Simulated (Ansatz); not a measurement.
# Al6N6O: the cost of one run

Method: DFT LDA, scalar-relativistic, plane waves, PAW, in Ansatz 0.2.0.

13 further runs of the same task are left out: 13 set aside as unsound or not needed.

### 1 The system as given

Symmetry: P6_3mc, No. 186, hexagonal system. Conventional cell: a = 3.089 Å, b = 3.089 Å, c = 4.943 Å, α = 90.00°, β = 90.00°, γ = 120.00°. Around Al (site symmetry 3m) lie 4 N at 1.88 to 1.89 Å. N (site symmetry 3m) has 4 Al at 1.88 to 1.89 Å as nearest neighbours.

Structure file:

```
Al N
1.0
     3.08884    0.00000    0.00000
    -1.54442    2.67501    0.00000
     0.00000    0.00000    4.94298
Al N
2 2
Direct
  0.33333 0.66667 0.00150
  0.66667 0.33333 0.50150
  0.33333 0.66667 0.38350
  0.66667 0.33333 0.88350
```

It is the result of an earlier relaxation at this level (volume 10.21 Å³/atom; gap on the mesh: 4.42 eV).

### 2 What is varied

Atoms count from 1 in the order of the input.

A guest moved over a lattice plane through the rigid host; the plane is (1 0 0) of the conventional cell, half-way across the widest gap between atomic layers, origin above Al4.

First coordinate, place of O13 along a1: 8 values from 0.000 to 0.875, periodic. Second coordinate, place of O13 along a2: 8 values from 0.000 to 0.875, periodic.

Nothing else is relaxed (host rigid, guest held in the plane). Points are written as (first, second).

The two vectors of the plane (Å): (1.544, -2.675, 0.000); (0.000, 0.000, -4.943).

### 3 The run at (2/8, 3/8) of the map's two axes

File input.yaml:

```yaml
crystal:
  lattice:
    - [-4.6332595461, -2.6750136462, 0.0]
    - [-4.6332595461, 2.6750136462, 0.0]
    - [-3.0888396974, 0.0, -4.9429778715]
  atoms:
    - { symbol: Al, position: [0.333832851, 0.0004995176, 0.9985014471] }
    - { symbol: Al, position: [0.0004995176, 0.6671661843, 0.9985014471] }
    - { symbol: Al, position: [0.6671661843, 0.333832851, 0.9985014471] }
    - { symbol: Al, position: [0.5004995176, 0.833832851, 0.4985014471] }
    - { symbol: Al, position: [0.1671661843, 0.5004995176, 0.4985014471] }
    - { symbol: Al, position: [0.833832851, 0.1671661843, 0.4985014471] }
    - { symbol: "N", position: [0.461167149, 0.1278338157, 0.6164985529] }
    - { symbol: "N", position: [0.1278338157, 0.7945004824, 0.6164985529] }
    - { symbol: "N", position: [0.7945004824, 0.461167149, 0.6164985529] }
    - { symbol: "N", position: [0.6278338157, 0.961167149, 0.1164985529] }
    - { symbol: "N", position: [0.2945004824, 0.6278338157, 0.1164985529] }
    - { symbol: "N", position: [0.961167149, 0.2945004824, 0.1164985529] }
    - { symbol: O, position: [0.2921034542, 0.5421661843, 0.8735014471] }
total_charge: -2
basis:
  ecutwfc: 420
kpoints:
  mp_grid: { grid: [6, 6, 4] }
hamiltonian:
  xc: lda
scf:
  occupations: { method: gaussian, width: 0.05 }
output:
  forces: true
  stress: true
  eigenvalues: true
  write_density: true
  write_potential: true
  elf: true
  volumetric_format: npy
```

Command:

```bash
$ ansatz run input.yaml --threads 4 --pin off --max-ram 8192MiB --backend cpu --events-out ev --progress --plain --runs-dir out
```

Q: Estimate wall time and peak memory on 4 threads of Intel Xeon Platinum 8375C at 2.90GHz (Ice Lake), shared host.

About 26 s, with a peak of 0.63 GiB.
